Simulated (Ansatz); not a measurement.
# CH3AlBF: two geometries relaxed

Aim: relax the geometries before and after the shift of H6 from C2 to B1, and see whether they are two minima and how far apart in energy. SMILES of the start: B=[CH][AlH][F].

Method: RKS PBE-D4/def2-SVPD, in Ansatz 0.2.0.

**1. The system as given**

Bond lengths: B1–C2 1.376 Å, C2–Al3 1.967 Å, Al3–F4 1.653 Å, B1–H5 1.149 Å, C2–H6 1.078 Å, Al3–H7 1.527 Å. Angles: B1–C2–Al3 109.1°, B1–C2–H6 139.2°, Al3–C2–H6 111.7°, C2–B1–H5 174.1°, C2–Al3–F4 125.2°, C2–Al3–H7 124.9°, F4–Al3–H7 109.9°.

Structure file:

```xyz
7

B    -1.1532    1.1079   -0.1483
C     0.0266    0.8277    0.5014
Al    0.6784   -0.9354   -0.0775
F    -0.0693   -1.9133   -1.1812
H    -2.1254    1.2374   -0.7461
H     0.6877    1.2795    1.2230
H     1.9551   -1.6039    0.4286
```

**2. End point A**

input.yaml

```yaml
crystal:
  periodic: [false, false, false]
  atoms:
    - { symbol: B, position_ang: [-1.1532, 1.10791, -0.14827] }
    - { symbol: C, position_ang: [0.02656, 0.8277, 0.50142] }
    - { symbol: Al, position_ang: [0.67841, -0.93535, -0.07754] }
    - { symbol: F, position_ang: [-0.06932, -1.91329, -1.18117] }
    - { symbol: H, position_ang: [-2.12536, 1.23743, -0.7461] }
    - { symbol: H, position_ang: [0.68775, 1.27949, 1.22304] }
    - { symbol: H, position_ang: [1.95515, -1.6039, 0.42863] }
basis:
  gaussian: { orbitals: def2-SVPD }
hamiltonian:
  xc: pbe
  dispersion: d4
relax:
  f_tol: 0.02
  max_steps: 50
```

Run with:

```sh
ansatz run input.yaml --threads 2 --pin off --max-ram 3072MiB --backend cpu --events-out ev --progress --plain --runs-dir out
```

The log of the run, shortened:

```text
Warning: RAYON_NUM_THREADS=2 ignored (pool sized by the plan → 2); use --threads N
[...]
Functional definition: PBE
[...]
934 factors; their error is unknown
[...]
mean field -11062.18553483 eV, -406.5278201864 hartree, gradient 6.0e-5 eV, S^2 0.000000; 0 other end points of the search recorded, 0 dependent functions left out
[...]
reference -11062.18558794 eV, -406.5278221382 hartree; 18, 18 occupied and 93, 93 virtual orbitals, 934 factors
relax step   1: F+E_penalty+E_count = -11062.30540443 eV  Δ(F+E_penalty+E_count) = +0.000e0 eV  max|allowed force component| = 1.294e0 eV/Å  Δτ_max = 0.0000 Å  (27 SCF iters, accepted)
[...]
relax step   5: F+E_penalty+E_count = -11062.45267649 eV  Δ(F+E_penalty+E_count) = -1.560e-3 eV  max|allowed force component| = 7.207e-2 eV/Å  Δτ_max = 0.0254 Å  (29 SCF iters, accepted)
[...]
relax step   6: F+E_penalty+E_count = -11062.45353856 eV  Δ(F+E_penalty+E_count) = -8.621e-4 eV  max|allowed force component| = 1.616e-2 eV/Å  Δτ_max = 0.0204 Å  (30 SCF iters, accepted)
934 factors; their error is unknown
[...]
mean field -11062.33247067 eV, -406.5332199790 hartree, gradient 1.9e-5 eV, S^2 0.000000; 1 other end points of the search recorded, 0 dependent functions left out
[...]
reference -11062.33252244 eV, -406.5332218814 hartree; 18, 18 occupied and 93, 93 virtual orbitals, 934 factors
Total energy: -11062.45359033 eV, -406.5376710443 hartree
Atom 0 at    -1.091547     1.013750    -0.164715 Å, force    -0.006357     0.009259     0.001581 eV/Å
Atom 1 at     0.073362     0.841380     0.545533 Å, force     0.016155     0.006979     0.014591 eV/Å
Atom 2 at     0.673608    -0.895297    -0.056802 Å, force    -0.008173    -0.005928    -0.008759 eV/Å
Atom 3 at    -0.288322    -1.709994    -1.203810 Å, force    -0.003446    -0.001647    -0.003570 eV/Å
Atom 4 at    -2.073265     1.032420    -0.837353 Å, force     0.002880    -0.011339    -0.004792 eV/Å
Atom 5 at     0.712392     1.338742     1.282149 Å, force    -0.001554    -0.003683    -0.003108 eV/Å
Atom 6 at     1.993762    -1.621012     0.435008 Å, force     0.000496     0.006358     0.004058 eV/Å
Dipole moment:     0.069090     0.284225     0.214645 e Å
```

Run time: 12 s. Hardware: 2 threads of Arm Neoverse V1, shared host; peak memory 0.15 GiB.

Step by step:

```
step  energy from step 1 (eV)  largest force component (eV/Å)
   1                   0.0000                          1.2936
   2                  -0.1197                          0.5145
   3                  -0.1441                          0.1101
   4                  -0.1457                          0.0887
   5                  -0.1473                          0.0721
   6                  -0.1481                          0.0162
```

Step 1 is the start.

After: Bond lengths: B1–C2 1.375 Å, C2–Al3 1.934 Å, Al3–F4 1.704 Å, B1–H5 1.190 Å, C2–H6 1.095 Å, Al3–H7 1.585 Å. Angles: B1–C2–Al3 102.4°, B1–C2–H6 141.7°, Al3–C2–H6 115.9°, C2–B1–H5 173.0°, C2–Al3–F4 117.6°, C2–Al3–H7 125.0°, F4–Al3–H7 117.4°.

**3. End point B**

The second end starts from a geometry with the move made by hand.

input.yaml: that of step 2 with these lines changed.

```diff
@@ -8,3 +8,3 @@
     - { symbol: H, position_ang: [-2.12536, 1.23743, -0.7461] }
-    - { symbol: H, position_ang: [0.68775, 1.27949, 1.22304] }
+    - { symbol: H, position_ang: [-0.87518, 1.9807, 0.57963] }
     - { symbol: H, position_ang: [1.95515, -1.6039, 0.42863] }
```

Run with:

```sh
ansatz run input.yaml --threads 2 --pin off --max-ram 3072MiB --backend cpu --events-out ev --progress --plain --runs-dir out
```

The log of the run, shortened:

```text
Warning: RAYON_NUM_THREADS=2 ignored (pool sized by the plan → 2); use --threads N
[...]
[... 1 set-up line as earlier in the session ...]
[...]
934 factors; their error is unknown
[...]
mean field -11059.64423633 eV, -406.4344291890 hartree, gradient 3.8e-5 eV, S^2 0.000000; 0 other end points of the search recorded, 0 dependent functions left out
[...]
reference -11059.64428450 eV, -406.4344309591 hartree; 18, 18 occupied and 93, 93 virtual orbitals, 934 factors
relax step   1: F+E_penalty+E_count = -11059.75428061 eV  Δ(F+E_penalty+E_count) = +0.000e0 eV  max|allowed force component| = 3.167e0 eV/Å  Δτ_max = 0.0000 Å  (27 SCF iters, accepted)
[...]
relax step   4: F+E_penalty+E_count = -11061.71541746 eV  Δ(F+E_penalty+E_count) = -4.213e-1 eV  max|allowed force component| = 1.157e0 eV/Å  Δτ_max = 0.1949 Å  (36 SCF iters, accepted)
[...]
mean field -11062.33279570 eV, -406.5332319235 hartree, gradient 1.9e-5 eV, S^2 0.000000; 1 other end points of the search recorded, 0 dependent functions left out
[...]
reference -11062.33284736 eV, -406.5332338220 hartree; 18, 18 occupied and 93, 93 virtual orbitals, 934 factors
Total energy: -11062.45376956 eV, -406.5376776308 hartree
Atom 0 at    -1.383964     0.996477    -0.377968 Å, force    -0.001581    -0.001276    -0.002526 eV/Å
Atom 1 at    -0.257133     0.979537     0.409710 Å, force    -0.000636     0.006963     0.003295 eV/Å
Atom 2 at     0.523497    -0.727855    -0.057981 Å, force    -0.000526    -0.007901    -0.005595 eV/Å
Atom 3 at    -0.291151    -1.683000    -1.211141 Å, force     0.003968     0.000328     0.003822 eV/Å
Atom 4 at    -2.313404     0.871408    -1.110987 Å, force     0.000780     0.002393     0.002067 eV/Å
Atom 5 at     0.292061     1.568238     1.150951 Å, force    -0.000713    -0.002216    -0.000838 eV/Å
Atom 6 at     1.867154    -1.303604     0.554016 Å, force    -0.001292     0.001709    -0.000225 eV/Å
Dipole moment:     0.033771     0.295480     0.201579 e Å
```

Wall time 25 s (2 threads of Arm Neoverse V1, shared host); peak memory 0.15 GiB.

The steps of the relaxation:

```
step  energy from step 1 (eV)  largest force component (eV/Å)
   1                   0.0000                          3.1672
   2                  -0.8247                          2.2792
   3                  -1.5399                          1.4114
   4                  -1.9611                          1.1570
   5                  -2.1305                          2.1227
   6                  -2.4036                          1.2907
   7                  -2.5676                          0.8221
   8                  -2.6095                          1.2425
   9                  -2.6379                          1.8732
  10                  -2.6933                          0.2366
 11x                  -2.6930                          0.2190
  12                  -2.6991                          0.0568
  13                  -2.6994                          0.0079
```

Step 1 is the start. 1 step was tried and not accepted (marked x).

After: Bond lengths: B1–C2 1.375 Å, C2–Al3 1.935 Å, Al3–F4 1.705 Å, B1–H5 1.190 Å, C2–H6 1.094 Å, Al3–H7 1.585 Å. Angles: B1–C2–Al3 101.7°, B1–C2–H6 142.4°, Al3–C2–H6 115.8°, C2–B1–H5 172.5°, C2–Al3–F4 117.7°, C2–Al3–H7 124.7°, F4–Al3–H7 117.6°.

Pairs that crossed the distance rule for bonds on the way: came closer C2–H6; moved apart B1–H6.

**4. Outcome**

| quantity | value |
| --- | --- |
| end A | 5 moves, 0.148 eV lower |
| end B | 11 moves, 2.699 eV lower |
| largest difference between the ends | 0.02 Å |
| end B relative to end A | -0.000 eV |

Both starts fell into the same minimum (no atom differs by more than 0.02 Å), so from this start no second minimum was found and no band was run; another arrangement could still be one.
